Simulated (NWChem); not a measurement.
**SnH2O2 (SMILES [OH][Sn][OH]): levels of theory compared**

We compute a comparison of 5 runs (HF/STO-3G, HF/3-21G, HF/def2-TZVP, PBE/def2-SVPD, B3LYP/def2-TZVP) of SnH2O2. 

Program for the calculation: NWChem 7.3.0.

### 1 Starting point

The species is SnH2O2 (5 atoms), meant as a singlet with charge 0. SMILES: `[OH][Sn][OH]`. The coordinates come from a PBE0-D4/def2-TZVP relaxation. This is one conformer, not always the lowest.

Bond lengths: O1–Sn2 1.987 Å, Sn2–O3 1.966 Å, O1–H4 0.960 Å, O3–H5 0.964 Å. Angles: O1–Sn2–O3 91.9°, Sn2–O1–H4 116.9°, Sn2–O3–H5 111.9°.

### 2 Energy and gradient at HF/STO-3G (run 1)

Input file h2o2sn.nw:

```
START h2o2sn
TITLE "H2O2Sn hf"
memory total 2200 mb
charge 0

GEOMETRY units angstrom noautosym nocenter noautoz
O       -0.984300       0.177800      -0.613800
Sn      -0.153700      -0.943900       0.800900
O        1.561800       0.002900       0.636100
H       -1.901200      -0.005600      -0.831400
H        1.527200       0.695100      -0.033300
END

BASIS spherical bse
O library STO-3G
Sn library STO-3G
H library STO-3G
END

SCF
thresh 1e-08
maxiter 80
END

TASK scf gradient
```

Launch:

```console
$ nwchem h2o2sn.nw > h2o2sn.out
```

Standard output:

```text
[...]
  functions       =    39
[...]
  wavefunction    = RHF
[...]
         Total SCF energy =  -6112.128272333706
      One-electron energy =  -8973.689864256612
      Two-electron energy =   2602.880779038318
 Nuclear repulsion energy =    258.680812884588
        Time for solution =      2.3s
[...]
                         RHF ENERGY GRADIENTS
    atom               coordinates                        gradient
                 x          y          z           x          y          z
   1 O      -1.860057   0.335993  -1.159914   -0.060361   0.006402  -0.031781
   2 Sn     -0.290451  -1.783712   1.513482   -0.005208  -0.035232   0.031109
   3 O       2.951374   0.005480   1.202055    0.030127   0.037526  -0.022663
   4 H      -3.592747  -0.010582  -1.571118    0.030631   0.013708   0.000096
   5 H       2.885990   1.313549  -0.062928    0.004812  -0.022404   0.023239
[...]
```

Run time: 3.9 s. Hardware: 1 thread of Intel Xeon 6975P-C (Granite Rapids), shared host; peak memory 0.097 GiB.

### 3 Energy and gradient at HF/3-21G (run 2)

Input file test.xyz:

```xyz
5
H2O2Sn gradient
O     -0.984300     0.177800    -0.613800
Sn    -0.153700    -0.943900     0.800900
O      1.561800     0.002900     0.636100
H     -1.901200    -0.005600    -0.831400
H      1.527200     0.695100    -0.033300
```

Input file run.py:

```python
from ase.io import read
from ase.calculators.nwchem import NWChem

molecule = read('test.xyz')

calc = NWChem(
    label='test',
    theory='scf',
    memory='2200 mb',
    basis='3-21G',
    basispar='spherical bse',
    scf={'nopen': '0', 'rhf': None, 'thresh': '1e-08', 'maxiter': '80'},
)
molecule.calc = calc

forces = molecule.get_forces()
e = molecule.get_potential_energy()
print(f"E = {e:.6f} eV")
print("forces (eV/A):")
for s, f in zip(molecule.symbols, forces):
    print(f"{s:2s} {f[0]:10.5f} {f[1]:10.5f} {f[2]:10.5f}")
print("dipole (e A):", molecule.get_dipole_moment().round(4))
```

Launch:

```console
$ export ASE_NWCHEM_COMMAND="nwchem PREFIX.nwi > PREFIX.nwo"
$ python run.py
```

Standard output:

```text
E = -167251.633616 eV
forces (eV/A):
O     0.71220   -0.66134    0.92858
Sn    0.32879    0.57361   -0.40248
O    -1.10645   -0.51885    0.01954
H    -0.34916    0.16784   -0.30735
H     0.41467    0.43868   -0.23829
dipole (e A): [-0.5165 -0.2056 -0.0257]
```

The calculator wrote test.nwi:

```
title "test"

permanent_dir test

scratch_dir test

start test

geometry units angstrom nocenter noautosym noautoz
  O  -9.8429999999999995e-01 1.7780000000000001e-01 -6.1380000000000001e-01
  Sn -1.5370000000000000e-01 -9.4389999999999996e-01 8.0089999999999995e-01
  O  1.5618000000000001e+00 2.8999999999999998e-03 6.3610000000000000e-01
  H  -1.9012000000000000e+00 -5.5999999999999999e-03 -8.3140000000000003e-01
  H  1.5271999999999999e+00 6.9510000000000005e-01 -3.3300000000000003e-02
end

memory 2200 mb

basis spherical bse noprint
   * library 3-21G
end

scf
  nopen 0
  rhf
  thresh 1e-08
  maxiter 80
end

task scf gradient
```

test.nwo, shortened:

```text
[...]
      One-electron energy =  -8998.081730405594
[... 1 line left out ...]
 Nuclear repulsion energy =    258.680812884587
[... 52 lines left out ...]
                       ROHF Final Molecular Orbital Analysis
[... 226 lines left out ...]
     1   1 0 0     -0.975974      0.000000     -6.498768
[...]
  wavefunction    =   RHF
                         RHF ENERGY GRADIENTS
    atom               coordinates                        gradient
                 x          y          z           x          y          z
   1 O      -1.860057   0.335993  -1.159914   -0.013850   0.012861  -0.018058
   2 Sn     -0.290451  -1.783712   1.513482   -0.006394  -0.011155   0.007827
   3 O       2.951374   0.005480   1.202055    0.021517   0.010090  -0.000380
   4 H      -3.592747  -0.010582  -1.571118    0.006790  -0.003264   0.005977
   5 H       2.885990   1.313549  -0.062928   -0.008064  -0.008531   0.004634
[...]
```

Run time: 5.1 s. Hardware: 1 thread of Intel Xeon 6975P-C (Granite Rapids), shared host; peak memory 0.097 GiB.

Run 3 isn't shown in full; the table further down has it.

### 4 Energy and forces at PBE/def2-SVPD (core potential) (run 4)

Input file sp.nw:

```
START sp
memory stack 880 mb heap 220 mb global 1100 mb
GEOMETRY noautosym nocenter noautoz
   O     -0.984300     0.177800    -0.613800
   Sn    -0.153700    -0.943900     0.800900
   O      1.561800     0.002900     0.636100
   H     -1.901200    -0.005600    -0.831400
   H      1.527200     0.695100    -0.033300
END
BASIS spherical bse
   * library def2-SVPD
END
ECP bse
   Sn library def2-SVPD
END
DFT
   xc xpbe96 cpbe96
   grid fine
   convergence energy 1e-08
   iterations 100
   mulliken
END
TASK dft gradient
```

Launch:

```console
$ nwchem sp.nw > sp.out
```

Standard output:

```text
[...]
          Wavefunction type:  closed shell.
          No. of atoms     :     5
          No. of electrons :    40
[...]
          Charge           :     0
          Spin multiplicity:     1
[...]
          AO basis - number of functions:    94
[...]
              XC Information
              --------------
          PerdewBurkeErnzerhof Exchange Functional  1.000
            Perdew 1991 LDA Correlation Functional  1.000 local
           PerdewBurkeErnz. Correlation Functional  1.000 non-local
[...]
 d= 0,ls=0.0,diis     1   -365.5869359734 -4.93D+02  3.81D-02  1.20D+00     1.6
[...]
 d= 0,ls=0.0,diis    11   -365.7460001080 -5.31D-09  1.18D-06  3.31D-08    13.6
         Total DFT energy =     -365.746000108003
      One electron energy =     -838.278989156254
           Coulomb energy =      381.307290849890
    Exchange-Corr. energy =      -35.812212288810
 Nuclear repulsion energy =      127.037910487171
[...]
      Total Density - Mulliken Population Analysis
     ---------------------------------------------
    Atom       Charge   Shell Charges
 -----------   ------   -------------------------------------------------------
    1 O    8     8.63   1.99  1.09  0.68  0.11  2.83  1.70  0.24  0.01 -0.02
    2 Sn  22    20.94   0.44  1.60  1.40  0.30  0.05  2.74  3.26  0.91  0.16  9.70  0.41 -0.04
    3 O    8     8.69   1.99  1.09  0.68  0.17  2.83  1.73  0.21  0.01 -0.01
    4 H    1     0.92   0.72  0.10  0.07  0.03
    5 H    1     0.82   0.70  0.02  0.06  0.02
[...]
  wavefunction    = closed shell
                         DFT ENERGY GRADIENTS
    atom               coordinates                        gradient
                 x          y          z           x          y          z
   1 O      -1.860057   0.335993  -1.159914   -0.001947  -0.014871   0.013236
   2 Sn     -0.290451  -1.783712   1.513482    0.011831   0.026091  -0.019636
   3 O       2.951374   0.005480   1.202055   -0.021553  -0.002945  -0.006398
   4 H      -3.592747  -0.010582  -1.571118    0.012207   0.001578   0.003708
   5 H       2.885990   1.313549  -0.062928   -0.000539  -0.009852   0.009089
[...]
```

Run time: 18 s. Hardware: 1 thread of Intel Xeon 6975P-C (Granite Rapids), shared host; peak memory 0.12 GiB.

### 5 Energy and forces at B3LYP/def2-TZVP (core potential) (run 5)

Input file job.nw:

```
echo
start job
memory 2200 mb
charge 0

geometry units angstroms noautosym nocenter noautoz
   O       -0.984300       0.177800      -0.613800
   Sn      -0.153700      -0.943900       0.800900
   O        1.561800       0.002900       0.636100
   H       -1.901200      -0.005600      -0.831400
   H        1.527200       0.695100      -0.033300
end

basis spherical bse
   * library def2-TZVP
end

ecp bse
   Sn library def2-TZVP
end

dft
   xc b3lyp
   mult 1
   grid fine
   convergence energy 1e-08
   iterations 100
   mulliken
end

task dft gradient
```

Launch:

```console
$ nwchem job.nw > job.out
```

Standard output:

```text
[...]
          Wavefunction type:  closed shell.
          No. of atoms     :     5
          No. of electrons :    40
[...]
          Charge           :     0
          Spin multiplicity:     1
[...]
          AO basis - number of functions:   124
[...]
              XC Information
              --------------
                         B3LYP Method XC Potential
                     Hartree-Fock (Exact) Exchange  0.200
                        Slater Exchange Functional  0.800 local
                    Becke 1988 Exchange Functional  0.720 non-local
              Lee-Yang-Parr Correlation Functional  0.810
                  VWN I RPA Correlation Functional  0.190 local
[...]
 d= 0,ls=0.0,diis     1   -366.0124330869 -4.93D+02  1.56D-02  1.27D+00     3.3
[...]
 d= 0,ls=0.0,diis     8   -366.1586230107 -8.86D-09  4.20D-06  7.40D-07    19.5
         Total DFT energy =     -366.158623010694
      One electron energy =     -839.097664118703
           Coulomb energy =      382.030135476081
    Exchange-Corr. energy =      -36.129004855243
 Nuclear repulsion energy =      127.037910487171
[...]
      Total Density - Mulliken Population Analysis
     ---------------------------------------------
    Atom       Charge   Shell Charges
 -----------   ------   -------------------------------------------------------
    1 O    8     8.69   0.79  1.18  0.59  0.91  0.34  1.90  1.88  1.08  0.00  0.01  0.00
    2 Sn  22    21.22   0.29 -0.79  1.60  0.90  1.15  0.71 -0.40  6.36  0.54  0.49  0.12  8.87  1.14  0.15  0.01  0.07
    3 O    8     8.69   0.79  1.18  0.60  0.92  0.34  1.89  1.89  1.07  0.00  0.01  0.00
    4 H    1     0.71   0.26  0.34  0.05  0.05
    5 H    1     0.69   0.26  0.33  0.06  0.05
[...]
  wavefunction    = closed shell
                         DFT ENERGY GRADIENTS
    atom               coordinates                        gradient
                 x          y          z           x          y          z
   1 O      -1.860057   0.335993  -1.159914    0.000750  -0.003620   0.003747
   2 Sn     -0.290451  -1.783712   1.513482    0.002832   0.007169  -0.005573
   3 O       2.951374   0.005480   1.202055   -0.005614  -0.001339  -0.001127
   4 H      -3.592747  -0.010582  -1.571118    0.002783   0.000025   0.001158
   5 H       2.885990   1.313549  -0.062928   -0.000751  -0.002235   0.001795
[...]
```

Run time: 28 s. Hardware: 1 thread of Intel Xeon 6975P-C (Granite Rapids), shared host; peak memory 0.13 GiB.

### 6 Overview of the runs

| run | level | core potential | iteration cap | energy (Eh) | dipole moment (D) | HOMO energy (eV) | LUMO energy (eV) | wall time |
| --- | --- | --- | --- | --- | --- | --- | --- | --- |
| 1 | HF/STO-3G | – | 80 | -6112.128272 | 1.76 | -5.56 | 5.24 | 3.9 s |
| 2 | HF/3-21G | – | 80 | -6146.384218 | 2.67 | -9.28 | 1.04 | 5.1 s |
| 3 | HF/def2-TZVP (core potential) | def2-TZVP | 80 | -364.362956 | 2.82 | -9.99 | 0.60 | 40 s |
| 4 | PBE/def2-SVPD (core potential) | def2-SVPD | 100 | -365.746000 | 2.44 | -6.47 | -2.72 | 18 s |
| 5 | B3LYP/def2-TZVP (core potential) | def2-TZVP | 100 | -366.158623 | 2.62 | -7.32 | -2.18 | 28 s |

### 7 Results

```
                       quantity          value
            run 5: total energy  -366.15862 Eh
           run 5: dipole moment         2.62 D
             run 5: HOMO energy       -7.32 eV
             run 5: LUMO energy       -2.18 eV
           run 5: HOMO–LUMO gap        5.14 eV
run 5: largest force on an atom     0.489 eV/Å
```

What this shows: The dipole moment (its size) runs from 1.76 D (HF/STO-3G) to 2.82 D (HF/def2-TZVP). The two ends differ in basis and core potential. The HOMO–LUMO gap runs from 3.75 eV (PBE/def2-SVPD) to 10.80 eV (HF/STO-3G). The two ends differ in method and basis and core potential. Totals of different functionals can't be ranked against each other. Some runs of one species differ in core potentials or relativity; totals across that change don't compare. In run 1 the basis is minimal, so the values are rough. In runs 1, 2 relativity is left out where basis or elements ask for it. All runs together took 95 s, the longest 40 s.
